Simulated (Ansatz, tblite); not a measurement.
# [InBrH3]- (InH3Br−): removing an electron

Aim: the energy of removing an electron for [InBrH3]- (InH3Br−), by energy differences, and how well orbital energies stand in for it.

The runs use Ansatz 0.2.0, Gaussian basis; as each input shows.

Levels to be run: charge 0 doublet, at the geometry of the singlet (PBE0-D4/def2-TZVPD, PBE-D4/def2-TZVPD, r2SCAN-D4/def2-TZVPD, CCSD(T)/def2-TZVPPD); the starting singlet's energies come from earlier runs.

## Step 1: The relaxed structure

The geometry is that of the singlet, from an earlier relaxation (r2SCAN-D4/def2-TZVPD).

5 atoms, charge -1, spin multiplicity 1.

Atoms are counted from 1 here; the program's logs count them from 0.

Bond lengths: In1–Br2 2.664 Å, In1–H3 1.758 Å, In1–H4 1.758 Å, In1–H5 1.758 Å. Angles: Br2–In1–H3 104.0°, Br2–In1–H4 104.0°, Br2–In1–H5 104.0°, H3–In1–H4 114.4°, H3–In1–H5 114.4°, H4–In1–H5 114.4°.

Geometry (Å):

```xyz
5
BrH3In
In   -0.0014    0.0027   -0.2782
Br    0.0119   -0.0229    2.3852
H     1.7026    0.0119   -0.7108
H    -0.8610    1.4817   -0.6839
H    -0.8522   -1.4733   -0.7123
```

In takes a core potential in the def2 sets. No spin-orbit coupling is included. The ion is computed in the gas phase, without counter-ions or solvent.

## Step 2: Charge 0 doublet at the fixed geometry, first pass, PBE0-D4/def2-SVP

Contents of in.yaml:

```yaml
crystal:
  periodic: [false, false, false]
  atoms:
    - {symbol: In, position_ang: [-0.001392, 0.002672, -0.278172]}
    - {symbol: Br, position_ang: [0.011918, -0.022909, 2.385188]}
    - {symbol: H, position_ang: [1.702621, 0.011914, -0.710819]}
    - {symbol: H, position_ang: [-0.860969, 1.481664, -0.683901]}
    - {symbol: H, position_ang: [-0.852188, -1.473332, -0.712285]}
basis:
  gaussian: {orbitals: def2-SVP}
magnetization: {spin_polarized: true, initial_magnetization: 1}
hamiltonian: {xc: pbe0, dispersion: d4}
output: {orbitals: {seedname: orbitals}}
```

Command:

```console
$ ansatz run in.yaml --threads 4 --pin off --events-out ev --progress --plain --max-ram 3916MiB
```

Standard output:

```text
Functional definition: PBE0
  name "PBE0"
  cite "Adamo & Barone, J. Chem. Phys. 110, 6158 (1999) doi:10.1063/1.478522"
  cite "Perdew, Burke & Ernzerhof, Phys. Rev. Lett. 77, 3865 (1996) doi:10.1103/PhysRevLett.77.3865"
  parent pbe
  parameter a = 0.25
  parameter kappa = 0.804
  parameter beta = 0.06672455060314922
  exchange = (1 - a)*pbe_x(kappa = kappa, mu = beta*pi^2/3) + a*exact_x
  correlation = pbe_c(beta = beta)
795 factors; integrals over basis functions are off by at most 3.7e-4 eV
mean field evaluation 1: about -75249.4740 eV, gradient 8.9e0 eV
mean field evaluation 2: about -75248.8239 eV, gradient 1.3e1 eV
mean field evaluation 4: about -75250.1181 eV, gradient 1.0e0 eV
mean field evaluation 8: about -75250.1425 eV, gradient 3.8e-1 eV
mean field evaluation 16: about -75250.1440 eV, gradient 1.1e-3 eV
mean field evaluation 32: about -75250.1440 eV, gradient 2.1e-5 eV
mean field evaluation 64: about -75249.5962 eV, gradient 3.5e0 eV
mean field evaluation 96: about -75250.0338 eV, gradient 1.0e0 eV
mean field -75250.14400500 eV, -2765.3917858041 hartree, gradient 3.7e-6 eV, S^2 0.759393; 15 other end points of the search recorded, 0 dependent functions left out
reference -75250.14403902 eV, -2765.3917870544 hartree; 30, 29 occupied and 43, 44 virtual orbitals, 795 factors
Total energy: -75250.21243672 eV, -2765.3943006234 hartree
```

Run time: 8 s. Hardware: 4 threads of Arm Neoverse V1, shared host.

Report: HOMO -7.82 eV, LUMO -6.45 eV (over both spins); ⟨S²⟩ 0.759 (pure: 0.75); the next solution that the search met lies 0.002 eV higher.

## Step 3: Charge 0 doublet at the fixed geometry, PBE0-D4/def2-TZVPD

start.molden holds the orbitals of an earlier run on this state, given as this run's starting guess.

in.yaml: that of step 2 with these lines changed.

```diff
@@ -9,5 +9,6 @@
 basis:
-  gaussian: {orbitals: def2-SVP}
+  gaussian: {orbitals: def2-TZVPD, initial_orbitals: start.molden}
 magnetization: {spin_polarized: true, initial_magnetization: 1}
 hamiltonian: {xc: pbe0, dispersion: d4}
+scf: {omitted_lower_state_checks: [starts]}
 output: {orbitals: {seedname: orbitals}}
```

Same command.

Standard output:

```text
Functional definition: PBE0
  name "PBE0"
  cite "Adamo & Barone, J. Chem. Phys. 110, 6158 (1999) doi:10.1063/1.478522"
  cite "Perdew, Burke & Ernzerhof, Phys. Rev. Lett. 77, 3865 (1996) doi:10.1103/PhysRevLett.77.3865"
  parent pbe
  parameter a = 0.25
  parameter kappa = 0.804
  parameter beta = 0.06672455060314922
  exchange = (1 - a)*pbe_x(kappa = kappa, mu = beta*pi^2/3) + a*exact_x
  correlation = pbe_c(beta = beta)
these checks for a lower state are left out or cut short: starts
1138 factors; their error is unknown
mean field evaluation 1: about -75258.0171 eV, gradient 8.6e1 eV
mean field evaluation 2: about -75258.5164 eV, gradient 1.6e0 eV
mean field evaluation 4: about -75258.9049 eV, gradient 2.8e-1 eV
mean field evaluation 8: about -75258.9050 eV, gradient 2.2e-5 eV
mean field -75258.90503690 eV, -2765.7137477881 hartree, gradient 6.6e-6 eV, S^2 0.760473; 0 other end points of the search recorded, 0 dependent functions left out
reference -75258.90508347 eV, -2765.7137494995 hartree; 30, 29 occupied and 110, 111 virtual orbitals, 1138 factors
Total energy: -75258.97348117 eV, -2765.7162630685 hartree
Checks for a lower state left out: starts
```

It took 6 s on 4 threads of Arm Neoverse V1, shared host; peak memory 0.66 GiB.

From the report: HOMO -7.92 eV, LUMO -6.52 eV (over both spins); ⟨S²⟩ 0.760 (pure: 0.75).

## Step 4: Charge 0 doublet at the fixed geometry, PBE-D4/def2-TZVPD

in.yaml: that of step 3 with these lines changed.

```diff
@@ -11,3 +11,3 @@
 magnetization: {spin_polarized: true, initial_magnetization: 1}
-hamiltonian: {xc: pbe0, dispersion: d4}
+hamiltonian: {xc: pbe, dispersion: d4}
 scf: {omitted_lower_state_checks: [starts]}
```

Same command.

Standard output:

```text
Functional definition: PBE
  name "PBE"
  cite "Perdew, Burke & Ernzerhof, Phys. Rev. Lett. 77, 3865 (1996) doi:10.1103/PhysRevLett.77.3865"
  parent pbe
  parameter kappa = 0.804
  parameter beta = 0.06672455060314922
  exchange = pbe_x(kappa = kappa, mu = beta*pi^2/3)
  correlation = pbe_c(beta = beta)
these checks for a lower state are left out or cut short: starts
1004 factors; their error is unknown
mean field evaluation 1: about -75256.5976 eV, gradient 6.5e0 eV
mean field evaluation 2: about -75256.6821 eV, gradient 1.4e-1 eV
mean field evaluation 4: about -75256.6762 eV, gradient 4.2e-3 eV
mean field evaluation 8: about -75256.6762 eV, gradient 2.2e-5 eV
mean field -75256.67621161 eV, -2765.6318399694 hartree, gradient 2.4e-6 eV, S^2 0.754248; 0 other end points of the search recorded, 0 dependent functions left out
reference -75256.67627708 eV, -2765.6318423753 hartree; 30, 29 occupied and 110, 111 virtual orbitals, 1004 factors
Total energy: -75256.75624448 eV, -2765.6347811230 hartree
Checks for a lower state left out: starts
```

It took 4 s on 4 threads of Arm Neoverse V1, shared host.

HOMO -6.83 eV, LUMO -6.97 eV (over both spins; with the spin held, an empty level of the minority spin lies below the top filled one); ⟨S²⟩ 0.754 (pure: 0.75).

## Step 5: Charge 0 doublet at the fixed geometry, r2SCAN-D4/def2-TZVPD

in.yaml: that of step 4 with these lines changed.

```diff
@@ -11,3 +11,3 @@
 magnetization: {spin_polarized: true, initial_magnetization: 1}
-hamiltonian: {xc: pbe, dispersion: d4}
+hamiltonian: {xc: r2scan, dispersion: d4}
 scf: {omitted_lower_state_checks: [starts]}
```

Same command.

Standard output:

```text
Functional definition: r2SCAN
  name "r2SCAN"
  cite "Furness, Kaplan, Ning, Perdew & Sun, J. Phys. Chem. Lett. 11, 8208 (2020) doi:10.1021/acs.jpclett.0c02405"
  cite "Furness, Kaplan, Ning, Perdew & Sun, J. Phys. Chem. Lett. 11, 9248 (2020) doi:10.1021/acs.jpclett.0c03077"
  parent r2scan
  parameter k0 = 0.174
  parameter k1 = 0.065
  parameter a1 = 4.9479
  exchange = r2scan_x(k0 = k0, k1 = k1, a1 = a1)
  correlation = r2scan_c
these checks for a lower state are left out or cut short: starts
1004 factors; their error is unknown
mean field evaluation 1: about -75268.7675 eV, gradient 5.0e0 eV
mean field evaluation 2: about -75268.8036 eV, gradient 6.8e-2 eV
mean field evaluation 4: about -75268.7972 eV, gradient 2.3e-3 eV
mean field evaluation 8: about -75268.7972 eV, gradient 1.3e-5 eV
mean field -75268.79720425 eV, -2766.0772782328 hartree, gradient 8.7e-6 eV, S^2 0.759527; 0 other end points of the search recorded, 0 dependent functions left out
reference -75268.79722827 eV, -2766.0772791156 hartree; 30, 29 occupied and 110, 111 virtual orbitals, 1004 factors
Total energy: -75268.81461214 eV, -2766.0779179612 hartree
Checks for a lower state left out: starts
```

Wall time 9 s (4 threads of Arm Neoverse V1, shared host).

HOMO -7.10 eV, LUMO -7.06 eV (over both spins); ⟨S²⟩ 0.760 (pure: 0.75).

## Step 6: Charge 0 doublet at the fixed geometry, CCSD(T)/def2-TZVPPD

in.yaml: that of step 5 with these lines changed.

```diff
@@ -9,6 +9,6 @@
 basis:
-  gaussian: {orbitals: def2-TZVPD, initial_orbitals: start.molden}
+  gaussian: {orbitals: "def2-TZVPPD.json", initial_orbitals: start.molden}
 magnetization: {spin_polarized: true, initial_magnetization: 1}
-hamiltonian: {xc: r2scan, dispersion: d4}
-scf: {omitted_lower_state_checks: [starts]}
+correlation: {method: ccsd_t}
+scf: {omitted_lower_state_checks: [starts, cluster_reference]}
 output: {orbitals: {seedname: orbitals}}
```

The command is unchanged.

Standard output (excerpt; [...] marks lines left out):

```text
Functional definition: HF
  name "HF"
  cite "Fock, Z. Phys. 61, 126 (1930) doi:10.1007/BF01340294"
  parent pbe
[...]
1124 factors; integrals over basis functions are off by at most 1.1e-3 eV
[...]
mean field -75193.09617079 eV, -2763.2953165654 hartree, gradient 2.8e-10 eV, S^2 0.760759; 0 other end points of the search recorded, 0 dependent functions left out
13 core orbitals not correlated: weight in the atoms' cores, before any rotation towards them, 1.000 or more for the frozen orbitals, at most 0.000 for the correlated occupied ones
reference -75193.09617079 eV, -2763.2953165654 hartree; 17, 16 occupied and 134, 135 virtual orbitals, 1124 factors
second order -15.42241800 eV of doubles, -0.00000000 eV of singles
cycle   1  -15.53508510 eV  change   -1.1e-1 eV  update   1.0e-1
[...]
cycle  16  -16.12979918 eV  change   -6.1e-6 eV  update   1.1e-5
perturbative correction -0.50230266 eV, -0.0184592824 hartree
Total energy: -75209.72827263 eV, -2763.9065350345 hartree
Checks for a lower state left out: starts, cluster_reference
```

Run time: 2.5 min. Hardware: 4 threads of Arm Neoverse V1, shared host; peak memory 3.4 GiB.

Report: Hartree-Fock HOMO -10.29 eV, LUMO -2.97 eV (over both spins); ⟨S²⟩ 0.761 (pure: 0.75); T1 0.044.

## Step 7: Vertical ionisation energy

Charged state less starting state, singlet to doublet; the starting state's energies are those of its earlier runs.

Differences are taken before rounding.

| method | vertical ionisation energy (eV) | from CCSD(T)/def2-TZVPPD (eV) | time |
| --- | --- | --- | --- |
| HF/def2-TZVPPD | 4.27 | -0.68 |  |
| PBE-D4/def2-TZVPD | 4.27 | -0.68 | 5 s |
| r2SCAN-D4/def2-TZVPD | 4.46 | -0.49 | 11 s |
| PBE0-D4/def2-TZVPD | 4.63 | -0.32 | 7.7 s |
| MP2/def2-TZVPPD | 5.23 | +0.27 |  |
| CCSD/def2-TZVPPD | 4.96 | 0.00 |  |
| CCSD(T)/def2-TZVPPD | 4.95 | 0 | 3 min |

Times add the two runs; a level without a time comes out of a correlated run.

Beside −ε(HOMO) of the starting state:

| level | −ε(HOMO) (eV) | by difference (eV) | mismatch (eV) |
| --- | --- | --- | --- |
| PBE-D4/def2-TZVPD | 1.55 | 4.27 | -2.73 |
| r2SCAN-D4/def2-TZVPD | 1.83 | 4.46 | -2.63 |
| PBE0-D4/def2-TZVPD | 2.72 | 4.63 | -1.91 |

## Step 8: Outcome

```
                                             quantity                               value
vertical ionisation energy, functionals in def2-TZVPD  4.27 (PBE-D4) to 4.63 eV (PBE0-D4)
      vertical ionisation energy, CCSD(T)/def2-TZVPPD                             4.95 eV
```

The vertical ionisation energy spans 4.27 to 4.63 eV over the functionals, beside 4.95 eV from CCSD(T)/def2-TZVPPD. −ε(HOMO) misses the level's own difference by -1.91 eV at best (PBE0-D4) and -2.73 eV at worst (PBE-D4). The reference is CCSD(T) in one finite basis, so it carries an error of its own, often a tenth of an eV or more, and near misses can't be ranked.
